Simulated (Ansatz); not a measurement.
# Cs: the crystal squeezed far

The task here is to estimate one member of a computed series from the others.

Computed with Ansatz 0.2.0 (DFT, PBEsol, PAW with Ansatz's default frozen-core files, scalar-relativistic, unless a step's input says otherwise).

## The system as given

It takes space group Pm-3m (No. 221, cubic). The conventional cell has a = 4.923 Å, b = 4.923 Å, c = 4.923 Å, α = 90.00°, β = 90.00°, γ = 90.00°.

As a file:

```cif
data_structure
_symmetry_space_group_name_H-M 'Pm-3m'
_symmetry_Int_Tables_number 221
_cell_length_a 4.9226
_cell_length_b 4.9226
_cell_length_c 4.9226
_cell_angle_alpha 90.000
_cell_angle_beta 90.000
_cell_angle_gamma 90.000
_cell_volume 119.28
loop_
_atom_site_label
_atom_site_type_symbol
_atom_site_symmetry_multiplicity
_atom_site_Wyckoff_symbol
_atom_site_fract_x
_atom_site_fract_y
_atom_site_fract_z
_atom_site_occupancy
Cs1 Cs 1 a 0.00000 0.00000 0.00000 1
```

The file gives the conventional cell by its symmetry; the runs use the cell typed in the input.

Whether this phase is the stable one at these pressures isn't tested.

The first run:

input.yaml

```yaml
crystal:
  lattice:
    - [4.9225923281, 0.0, 0.0]
    - [0.0, 4.9225923281, 0.0]
    - [0.0, 0.0, 4.9225923281]
  atoms:
    - { symbol: Cs, position: [0.0, 0.0, 0.0] }
kpoints:
  mp_grid: { grid: [8, 8, 8] }
scf:
  occupations: { method: fermi_dirac, width: 0.08 }
hamiltonian:
  xc: pbesol
  pseudopotentials: { kind: paw }
output:
  forces: true
  stress: true
relax:
  f_tol: 0.005
  max_steps: 40
  cell: {}
```

Launch:

```console
> ansatz run input.yaml --threads 1 --pin off --max-ram 2048MiB --backend cpu --events-out ev --progress --plain --runs-dir out
```

Among the steps run: Cell relaxed at zero pressure, PAW; Volume scaled by 1, PAW; Volume scaled by 0.9, PAW; Volume scaled by 0.8, PAW; Volume scaled by 0.7, PAW; Volume scaled by 0.6, PAW; Volume scaled by 0.5, PAW; Volume scaled by 0.4, PAW.

One of the session's tables, all rows but one given; the rest of the session is left out.

| method | volume over the first | volume (Å³/atom) | pressure (GPa) |
| --- | --- | --- | --- |
| PAW | 1 | 119.284 | -0.01 |
| PAW | 0.9 | 107.355 | 0.19 |
| PAW | 0.8 | 95.427 | 0.48 |
| PAW | 0.7 | 83.499 | 0.84 |
| PAW | 0.6 | 71.570 | 1.31 |
| PAW | 0.5 | ? | ? |
| PAW | 0.4 | 47.714 | 3.13 |

Estimate the missing values for PAW, 0.5.

The run gave: volume (Å³/atom): 59.642; pressure (GPa): 1.94. In the column «volume (Å³/atom)» it lies between PAW, 0.4 (47.714) and PAW, 0.6 (71.570).
